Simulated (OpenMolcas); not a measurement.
# Ti²⁺ with 4 ligands (chloride): CASSCF and CASPT2 levels and susceptibility, part 2 of 2

Which state of Ti²⁺ lies lowest among these ligands, how large is the field, and what χT follows?

OpenMolcas 26.06; ANO-RCC-VDZP, DKH2, active space 2 electrons in 5 orbitals (3d), orbitals: per spin and parity. Surroundings: 4 ligands (chloride) in tetrahedron coordination (Td) at 2.46 Å. A charge of +0.5 e stands 2.8 Å behind each ligand. Ligand basis ANO-RCC-VDZP. The steps go on from the part before.

### 6 CASPT2: IPEA 0.25, imaginary shift 0.1 (closed shells correlated: 3s 3p of the metal, with ligand shells; the Frozen line counts the rest)

a.inp

```
>>> COPY JOB001 $Project.JobIph
&CASPT2
Multistate=10 1 2 3 4 5 6 7 8 9 10
NoMult
Frozen=25
IPEA=0.25
Imaginary=0.1
MaxIter=60
WThr=0.0 0.3 0.05
PrWF=0.5
NoMix
>>> COPY JOB002 $Project.JobIph
&CASPT2
Multistate=15 1 2 3 4 5 6 7 8 9 10 11 12 13 14 15
NoMult
Frozen=25
IPEA=0.25
Imaginary=0.1
MaxIter=60
WThr=0.0 0.3 0.05
PrWF=0.5
NoMix
```

On the command line:

```sh
$ OMP_NUM_THREADS=1 MOLCAS_MEM=2457 MOLCAS_PROJECT=a pymolcas a.inp > a.log
```

Output:

```text
Orbital specifications:
      -----------------------

      Symmetry species                           1
                                                 a
      Frozen orbitals                           25
      Inactive orbitals                         20
      Active orbitals                            5
      Secondary orbitals                        56
      Deleted orbitals                           0
      Number of basis functions                106
Type of calculation                        SS-CASPT2
      Fock operator                              state-specific
      IPEA shift                                 0.25
      Real shift                                 0.00
      Imaginary shift                            0.10
      The input orbitals will be transformed to quasi-canonical
Reference energy:       -2697.2674227020
      E2 (Non-variational):      -0.8893905700
      Shift correction:          -0.0013857403
      E2 (Variational):          -0.8907763103
      Total energy:           -2698.1581990123
      Residual norm:              0.0000001403
      Reference weight:           0.75233
      Contributions to the CASPT2 correlation energy
      Active & Virtual Only:         -0.0051075810
      One Inactive Excited:          -0.0961478741
      Two Inactive Excited:          -0.7881351149
Reference energy:       -2697.2530430287
      E2 (Non-variational):      -0.8917720070
      Shift correction:          -0.0014224427
      E2 (Variational):          -0.8931944497
      Total energy:           -2698.1462374784
      Residual norm:              0.0000002040
      Reference weight:           0.75069
      Contributions to the CASPT2 correlation energy
      Active & Virtual Only:         -0.0059989963
      One Inactive Excited:          -0.0980249092
      Two Inactive Excited:          -0.7877481015
::    CASPT2 Root  1     Total energy:  -2698.15819901
::    CASPT2 Root  2     Total energy:  -2698.14623748
::    CASPT2 Root  3     Total energy:  -2698.14570125
::    CASPT2 Root  4     Total energy:  -2698.14755122
::    CASPT2 Root  5     Total energy:  -2698.13453811
::    CASPT2 Root  6     Total energy:  -2698.13611813
::    CASPT2 Root  7     Total energy:  -2698.13556668
::    CASPT2 Root  8     Total energy:  -2698.10151196
::    CASPT2 Root  9     Total energy:  -2698.10205929
::    CASPT2 Root 10     Total energy:  -2698.10130315
Orbital specifications:
      -----------------------

      Symmetry species                           1
                                                 a
      Frozen orbitals                           25
      Inactive orbitals                         20
      Active orbitals                            5
      Secondary orbitals                        56
      Deleted orbitals                           0
      Number of basis functions                106
Type of calculation                        SS-CASPT2
      Fock operator                              state-specific
      IPEA shift                                 0.25
      Real shift                                 0.00
      Imaginary shift                            0.10
      The input orbitals will be transformed to quasi-canonical
Reference energy:       -2697.2150646740
      E2 (Non-variational):      -0.9046514032
      Shift correction:          -0.0015497545
      E2 (Variational):          -0.9062011577
      Total energy:           -2698.1212658316
      Residual norm:              0.0000008890
      Reference weight:           0.74689
      Contributions to the CASPT2 correlation energy
      Active & Virtual Only:         -0.0119910598
      One Inactive Excited:          -0.0983881733
      Two Inactive Excited:          -0.7942721701
Reference energy:       -2697.2150646739
      E2 (Non-variational):      -0.9045671821
      Shift correction:          -0.0015498124
      E2 (Variational):          -0.9061169945
      Total energy:           -2698.1211816684
      Residual norm:              0.0000008674
      Reference weight:           0.74691
      Contributions to the CASPT2 correlation energy
      Active & Virtual Only:         -0.0119910736
      One Inactive Excited:          -0.0983866311
      Two Inactive Excited:          -0.7941894774
::    CASPT2 Root  1     Total energy:  -2698.12126583
::    CASPT2 Root  2     Total energy:  -2698.12118167
::    CASPT2 Root  3     Total energy:  -2698.11338124
::    CASPT2 Root  4     Total energy:  -2698.11234318
::    CASPT2 Root  5     Total energy:  -2698.11400044
::    CASPT2 Root  6     Total energy:  -2698.09421859
::    CASPT2 Root  7     Total energy:  -2698.09025507
::    CASPT2 Root  8     Total energy:  -2698.08949962
::    CASPT2 Root  9     Total energy:  -2698.09133851
::    CASPT2 Root 10     Total energy:  -2698.08267981
::    CASPT2 Root 11     Total energy:  -2698.08282711
::    CASPT2 Root 12     Total energy:  -2698.07903097
::    CASPT2 Root 13     Total energy:  -2698.07955561
::    CASPT2 Root 14     Total energy:  -2698.07905024
::    CASPT2 Root 15     Total energy:  -2698.01529014
```

This run: 75 s of run time, 1 thread of Arm Neoverse V1, shared host.

SS-CASPT2: lowest energy less the reference's lowest, -0.8908 hartree; reference weights 0.732 to 0.752.

States without spin-orbit coupling:

| state | degeneracy | E (cm-1) |
| --- | --- | --- |
| 3A2 | 1 | 0 |
| 3T2 | 3 | 2568 |
| 3T1 | 3 | 5002 |
| 1E | 2 | 8115 |
| 1T2 | 3 | 9867 |
| 3T1 | 3 | 12417 |
| 1A1 | 1 | 14042 |
| 1T1 | 3 | 14888 |
| 1E | 2 | 16558 |
| 1T2 | 3 | 17336 |
| 1A1 | 1 | 31365 |

With spin-orbit coupling:

```tsv
E (cm-1)	Degeneracy	Label	2S+1
0	3	T2	3
2530	1	A2	3
2560	3	T2	3
2580	2	E	3
2600	3	T1	3
4940	3	T2	3
4950	2	E	3
5100	3	T1	3
5170	1	A1	3
8130	2	E	1
9870	3	T2	1
12310	1	A1	3
12370	3	T1	3
12490	2	E	3
12490	3	T2	3
14060	1	A1	1
14900	3	T1	1
16570	2	E	1
17350	3	T2	1
31380	1	A1	1
```

Powder χT (cm³ K/mol): 0.84 at 2 K, 0.84 at 5 K, 0.85 at 10 K, 0.85 at 20 K, 0.87 at 50 K, 0.91 at 100 K, 0.94 at 150 K, 0.98 at 200 K, 1.01 at 250 K, 1.04 at 300 K.

### 7 The methods side by side

A. CASSCF
B. SS-CASPT2, IPEA 0.25, imaginary shift 0.1 (closed shells correlated: 3s 3p of the metal, with ligand shells; the Frozen line counts the rest)

| method | ground state | first state of that spin (cm-1) | first gap with spin-orbit (cm-1) | χT at 300 K |
| --- | --- | --- | --- | --- |
| A | 3A2 | 3T2 3156 | 3120.0 | 1.04 |
| B | 3A2 | 3T2 2568 | 2534.7 | 1.04 |

### 8 Results

The summary covers parts 1 to 2.

| quantity | value |
| --- | --- |
| method | SS-CASPT2, IPEA 0.25, imaginary shift 0.1 (closed shells correlated: 3s 3p of the metal, with ligand shells; the Frozen line counts the rest) |
| spin-free ground state | 3A2, 1-fold in its orbital part |
| first state of the same spin within the active space | 3T2 at 2570 cm⁻¹ |
| lowest level | 3-fold T2 |
| next level | 2534.7 cm⁻¹ |
| χT at 300 K | 1.04 cm³ K/mol |
| effective moment at 300 K | 2.89 μB |

Cost by method:

| method | time of its own steps | time with the reference |
| --- | --- | --- |
| A. CASSCF | 23 s | 23 s |
| B. SS-CASPT2, IPEA 0.25, imaginary shift 0.1, +3s 3p | 75 s | 98 s |

Times are of one thread on a shared host.

**Reading.** The spin-free ground state (3A2) is 1-fold and keeps the highest spin of the shell. χT at 300 K is 1.04, against 1.00 cm³ K/mol for the spin alone; near agreement at one temperature doesn't show that the orbital moment is quenched. CASPT2 does not keep the components of a term degenerate, and the means are used.
